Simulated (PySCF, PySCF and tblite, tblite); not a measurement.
# C4H7BF3N: a path driven as rotation about a bond, and NMR exchange

How fast is rotation about a bond in C4H7BF3N (`NBC/C=C/C(F)(F)F`), and when do the exchanging lines merge?

Programs: PySCF 2.14.0 with density-fitted response routines of our own, and tblite 0.8.0. All values are computed, except where a source is named. Atoms count from 0 throughout.

### Step 1. The molecule as given

16 atoms, charge 0, multiplicity 1; geometry from: force field or distance geometry start.

Bonds of the start (Å): B1–C2 1.61, B1–H11 1.18, C2–C3 1.50, C2–H12 1.10, C2–H13 1.10, C3–C4 1.33, C3–H14 1.09, C4–C5 1.50, C4–H15 1.08, C5–F6 1.39, C5–F7 1.38, C5–F8 1.39, N0–B1 1.51, N0–H10 1.05, N0–H9 1.04.

### Step 2. GFN2-xTB relaxation, start minimum

The job: settings as JSON, then the geometry in Å.

```
{"job": {"xc": "GFN2-xTB", "basis": "xTB", "kind": "relax"}, "charge": 0, "multiplicity": 1}
N     -2.336700     1.041500     0.490900
B     -1.904400    -0.385100     0.240700
C     -0.570600    -0.949500     0.951100
C      0.625600    -0.150200     0.514000
C      1.165800    -0.303000    -0.690000
C      2.369600     0.485700    -1.114200
F      2.096400     1.842900    -1.056800
F      2.730500     0.158700    -2.403000
F      3.439500     0.195700    -0.269600
H     -2.407200     1.505100    -0.438900
H     -3.319300     0.999400     0.872200
H     -2.539400    -1.098700    -0.450900
H     -0.448500    -2.018000     0.706400
H     -0.700500    -0.859800     2.044700
H      1.069500     0.541000     1.236000
H      0.722100    -0.996800    -1.392800
```

On the command line:

```sh
> OMP_NUM_THREADS=1 python ens_run.py task.json out
```

One launch serves the whole session.

Standard output:

```text
step      E/eV     max force
  0    -828.46268    1.764
  1    -828.64303    1.052
  2    -828.73124    0.599
  3    -828.74443    0.497
  4    -828.75185    0.175
  5    -828.75439    0.150
  6    -828.75782    0.187
  7    -828.76032    0.182
  8    -828.76252    0.138
  9    -828.76431    0.114
 10    -828.76623    0.137
 11    -828.76827    0.151
 12    -828.77031    0.114
 13    -828.77210    0.128
 14    -828.77388    0.115
 15    -828.77635    0.174
 16    -828.78088    0.227
 17    -828.79027    0.403
 18    -828.80160    0.943
 19    -828.82947    0.862
 20    -828.92283    1.066
 21    -829.03720    1.312
 22    -829.01199    2.454
 23    -829.23021    1.734
 24    -829.33371    0.905
 25    -829.47156    1.552
 26    -829.59651    1.684
 27    -829.68891    0.645
 28    -829.78304    1.000
 29    -829.84409    0.846
 30    -829.86763    0.404
 31    -829.88906    0.303
 32    -829.90632    0.245
 33    -829.91333    0.300
 34    -829.92036    0.181
 35    -829.92544    0.189
 36    -829.93072    0.196
 37    -829.93565    0.160
 38    -829.93885    0.114
 39    -829.94024    0.090
 40    -829.94111    0.073
 41    -829.94195    0.073
 42    -829.94317    0.093
 43    -829.94454    0.098
 44    -829.94559    0.080
 45    -829.94624    0.062
 46    -829.94673    0.058
 47    -829.94719    0.066
 48    -829.94755    0.048
 49    -829.94776    0.029
 50    -829.94792    0.032
 51    -829.94812    0.034
 52    -829.94839    0.045
 53    -829.94867    0.041
 54    -829.94897    0.041
 55    -829.94931    0.066
 56    -829.94976    0.067
 57    -829.95027    0.062
 58    -829.95072    0.054
 59    -829.95106    0.043
 60    -829.95134    0.048
 61    -829.95157    0.033
 62    -829.95173    0.031
 63    -829.95188    0.031
 64    -829.95207    0.039
 65    -829.95233    0.048
 66    -829.95261    0.041
 67    -829.95282    0.031
 68    -829.95298    0.037
 69    -829.95319    0.041
 70    -829.95356    0.047
 71    -829.95413    0.065
 72    -829.95479    0.062
 73    -829.95534    0.061
 74    -829.95584    0.054
 75    -829.95635    0.061
 76    -829.95684    0.052
 77    -829.95725    0.053
 78    -829.95764    0.048
 79    -829.95816    0.083
 80    -829.95882    0.093
 81    -829.95987    0.088
 82    -829.96109    0.065
 83    -829.96181    0.064
 84    -829.96256    0.072
 85    -829.96356    0.088
 86    -829.96453    0.133
 87    -829.96583    0.108
 88    -829.96709    0.111
 89    -829.96889    0.111
 90    -829.97070    0.110
 91    -829.97189    0.161
 92    -829.97302    0.100
 93    -829.97401    0.093
 94    -829.97639    0.118
 95    -829.97776    0.087
 96    -829.97972    0.109
 97    -829.98120    0.104
 98    -829.98209    0.138
 99    -829.98313    0.082
100    -829.98399    0.077
101    -829.98521    0.072
102    -829.98595    0.110
103    -829.98681    0.088
104    -829.98752    0.076
105    -829.98833    0.068
106    -829.98912    0.081
107    -829.98962    0.067
108    -829.99003    0.056
109    -829.99028    0.041
110    -829.99054    0.034
111    -829.99071    0.027
112    -829.99092    0.027
113    -829.99103    0.021
114    -829.99110    0.017
115    -829.99116    0.015
116    -829.99121    0.017
117    -829.99126    0.017
118    -829.99133    0.019
119    -829.99143    0.022
120    -829.99157    0.028
121    -829.99174    0.033
122    -829.99190    0.034
123    -829.99207    0.034
124    -829.99227    0.040
125    -829.99249    0.038
126    -829.99272    0.043
127    -829.99294    0.041
128    -829.99304    0.021
129    -829.99312    0.013
130    -829.99319    0.013
131    -829.99323    0.012
132    -829.99326    0.014
133    -829.99328    0.014
134    -829.99332    0.013
135    -829.99339    0.016
136    -829.99345    0.019
137    -829.99351    0.026
138    -829.99355    0.016
139    -829.99358    0.021
140    -829.99362    0.025
141    -829.99368    0.025
142    -829.99377    0.028
143    -829.99390    0.032
144    -829.99408    0.037
145    -829.99428    0.038
146    -829.99451    0.034
147    -829.99474    0.028
148    -829.99495    0.028
149    -829.99509    0.020
150    -829.99516    0.014
151    -829.99519    0.012
152    -829.99520    0.009
153    -829.99521    0.007
154    -829.99523    0.005
155    -829.99523    0.005
156    -829.99524    0.006
157    -829.99524    0.007
158    -829.99525    0.008
159    -829.99526    0.010
160    -829.99528    0.012
161    -829.99529    0.012
162    -829.99530    0.010
163    -829.99533    0.012
164    -829.99537    0.016
165    -829.99543    0.021
166    -829.99549    0.025
167    -829.99558    0.030
168    -829.99570    0.032
169    -829.99585    0.033
170    -829.99600    0.032
171    -829.99590    0.105
172    -829.99620    0.025
173    -829.99628    0.024
174    -829.99664    0.060
175    -829.99683    0.032
176    -829.99720    0.052
177    -829.99743    0.034
178    -829.99754    0.059
179    -829.99780    0.049
180    -829.99799    0.041
181    -829.99817    0.038
182    -829.99828    0.056
183    -829.99844    0.037
184    -829.99857    0.039
185    -829.99872    0.037
186    -829.99886    0.037
187    -829.99909    0.041
188    -829.99923    0.029
189    -829.99868    0.172
190    -829.99940    0.024
191    -829.99949    0.024
192    -829.99955    0.118
193    -829.99980    0.026
194    -829.99992    0.025
195    -829.99994    0.123
196    -830.00025    0.023
197    -830.00037    0.025
198    -830.00041    0.104
199    -830.00061    0.020
200    -830.00068    0.022
201    -830.00072    0.080
202    -830.00084    0.021
203    -830.00090    0.017
204    -830.00107    0.059
205    -830.00116    0.028
206    -830.00122    0.028
207    -830.00131    0.059
208    -830.00139    0.023
209    -830.00144    0.013
210    -830.00149    0.028
211    -830.00153    0.029
212    -830.00160    0.021
213    -830.00165    0.024
214    -830.00169    0.017
215    -830.00172    0.022
216    -830.00176    0.015
217    -830.00179    0.013
218    -830.00182    0.007
219    -830.00183    0.007
220    -830.00184    0.009
221    -830.00184    0.007
222    -830.00185    0.005
223    -830.00185    0.005
224    -830.00186    0.007
225    -830.00186    0.006
226    -830.00186    0.004
227    -830.00186    0.004
228    -830.00186    0.004
229    -830.00187    0.006
230    -830.00187    0.004
231    -830.00187    0.002
```

It took 3.3 s on 1 thread of Intel Xeon at 2.70GHz, shared host.

Relaxing gained 1.539 eV and moved the atoms by 0.92 Å on average (rms).

### Step 3. Relaxed scan, rotation

The job: settings as JSON, then the geometry in Å.

```
{"job": {"xc": "GFN2-xTB", "basis": "xTB", "coordinate": [["t", [2, 1, 0, 9], 0.25], ["t", [2, 1, 0, 10], 0.25], ["t", [11, 1, 0, 9], 0.25], ["t", [11, 1, 0, 10], 0.25]], "kind": "drive"}, "charge": 0, "multiplicity": 1}
N     -2.157730     0.632921    -0.333343
B     -2.077928    -0.374367     0.598726
C     -0.653347    -1.007606     0.991230
C      0.482615    -0.154877     0.586499
C      1.189036    -0.313130    -0.527855
C      2.256322     0.632795    -0.953147
F      2.669168     1.459415     0.020070
F      1.844507     1.436571    -1.966092
F      3.352688     0.005652    -1.414827
H     -1.355017     1.028092    -0.797588
H     -3.021718     1.051346    -0.634827
H     -3.056467    -0.793664     1.084883
H     -0.584068    -1.982915     0.506139
H     -0.619745    -1.173832     2.067838
H      0.703218     0.684906     1.233780
H      1.020866    -1.122365    -1.221701
```

Standard output:

```text
point  coordinate     E/eV
  0     13.700     -829.94893
  1     27.800     -829.79486
  2     42.200     -829.55310
  3     57.200     -829.26389
  4     73.000     -829.00731
  5     89.600     -828.89266
  6    106.300     -829.00156
  7    122.100     -829.25369
  8    137.100     -829.55530
  9    151.500     -829.79436
 10    165.600     -829.94663
 11    179.700     -829.99874
```

Wall time 3.5 s (1 thread of Intel Xeon at 2.70GHz, shared host).

The highest point is number 5, 24.4 kcal/mol above the first.

### Step 4. Nudged elastic band, leg 1

The job, as its differences from that of step 3:

```diff
@@ -1,2 +1,2 @@
-{"job": {"xc": "GFN2-xTB", "basis": "xTB", "coordinate": [["t", [2, 1, 0, 9], 0.25], ["t", [2, 1, 0, 10], 0.25], ["t", [11, 1, 0, 9], 0.25], ["t", [11, 1, 0, 10], 0.25]], "kind": "drive"}, "charge": 0, "multiplicity": 1}
+{"job": {"xc": "GFN2-xTB", "basis": "xTB", "kind": "neb"}, "charge": 0, "multiplicity": 1}
 N     -2.157730     0.632921    -0.333343
```

Standard output:

```text
image   E - E0 / eV
  0       0.0000
  1       0.3540
  2       1.1093
  3       0.8482
  4       0.2047
  5       0.0137
  6       0.0002
```

Wall time 3.9 s (1 thread of Intel Xeon at 2.70GHz, shared host).

The highest point is number 2, 25.6 kcal/mol above the first.

### Step 5. Saddle search, leg 1

The job: settings as JSON, then the geometry in Å.

```
{"job": {"xc": "GFN2-xTB", "basis": "xTB", "kind": "saddle"}, "charge": 0, "multiplicity": 1}
N     -2.365627     0.653340    -0.318626
B     -2.118067    -0.493271     0.523204
C     -0.672008    -0.960014     1.050668
C      0.452644    -0.096724     0.635268
C      1.188712    -0.299786    -0.451754
C      2.248923     0.644935    -0.897525
F      2.650842     1.494559     0.060486
F      1.836966     1.420774    -1.928723
F      3.349890     0.011807    -1.337804
H     -1.903304     0.611113    -1.218860
H     -2.088732     1.541015     0.081757
H     -3.030463    -1.159936     0.837782
H     -0.524144    -1.978722     0.685752
H     -0.717890    -1.019951     2.139309
H      0.639278     0.779535     1.243195
H      1.052981    -1.148675    -1.104129
```

Standard output:

```text
step      E/eV     max force
  0    -828.89252   0.0606
  1    -828.89610   0.1447
  2    -828.89494   0.0363
  3    -828.89662   0.0340
  4    -828.89698   0.1407
  5    -828.89719   0.0291
  6    -828.89764   0.0239
  7    -828.89753   0.1199
  8    -828.89781   0.0171
  9    -828.89796   0.0373
 10    -828.89809   0.0363
 11    -828.89823   0.0151
 12    -828.89827   0.0173
 13    -828.89830   0.0100
 14    -828.89831   0.0095
 15    -828.89832   0.0010
lowest wavenumbers (cm-1): -684.3 15.5 46.8 67.9 104.3 176.2
```

Wall time 8.8 s (1 thread of Intel Xeon at 2.70GHz, shared host).

Point group C1; 1 imaginary mode, 684i cm⁻¹, carried by H9, H10, H11. Steps downhill from it reached both ends.

### Step 6. Saddle search, other pyramid

The job: settings as JSON, then the geometry in Å.

```
{"job": {"xc": "GFN2-xTB", "basis": "xTB", "kind": "saddle"}, "charge": 0, "multiplicity": 1}
N     -2.367349     0.689735    -0.255179
B     -2.139306    -0.470151     0.575949
C     -0.680552    -0.996163     1.002969
C      0.438167    -0.116701     0.601469
C      1.188228    -0.295125    -0.479932
C      2.252150     0.657950    -0.901040
F      2.445117     1.667718    -0.038767
F      1.971697     1.233091    -2.092215
F      3.447584     0.058806    -1.060200
H     -2.927087     1.401414     0.200527
H     -2.856119     0.478866    -1.117623
H     -3.061746    -1.090827     0.951306
H     -0.564041    -1.987087     0.557738
H     -0.672977    -1.132844     2.085631
H      0.605232     0.756839     1.219633
H      1.076929    -1.140417    -1.141879
```

Standard output:

```text
step      E/eV     max force
  0    -828.84070   0.3632
  1    -828.86571   0.0700
  2    -828.86804   0.0718
  3    -828.86808   0.2410
  4    -828.86932   0.0635
  5    -828.87006   0.0714
  6    -828.87120   0.0298
  7    -828.87249   0.0716
  8    -828.87174   0.0128
  9    -828.87260   0.0218
 10    -828.87344   0.0198
 11    -828.87453   0.0204
 12    -828.87538   0.0468
 13    -828.87497   0.0052
 14    -828.87548   0.0141
 15    -828.87597   0.0191
 16    -828.87644   0.0113
 17    -828.87696   0.0214
 18    -828.87740   0.0301
 19    -828.87770   0.0331
 20    -828.87736   0.1315
 21    -828.87791   0.0052
 22    -828.87803   0.0189
 23    -828.87796   0.0030
lowest wavenumbers (cm-1): -686.8 18.7 46.7 71.2 102.2 169.1
```

It took 15 s on 1 thread of Intel Xeon at 2.70GHz, shared host; peak memory 0.2 GiB.

Point group C1; 1 imaginary mode, 687i cm⁻¹, carried by H9, H10, H11. Steps downhill from it reached both ends.

[end of part 1 of 2]
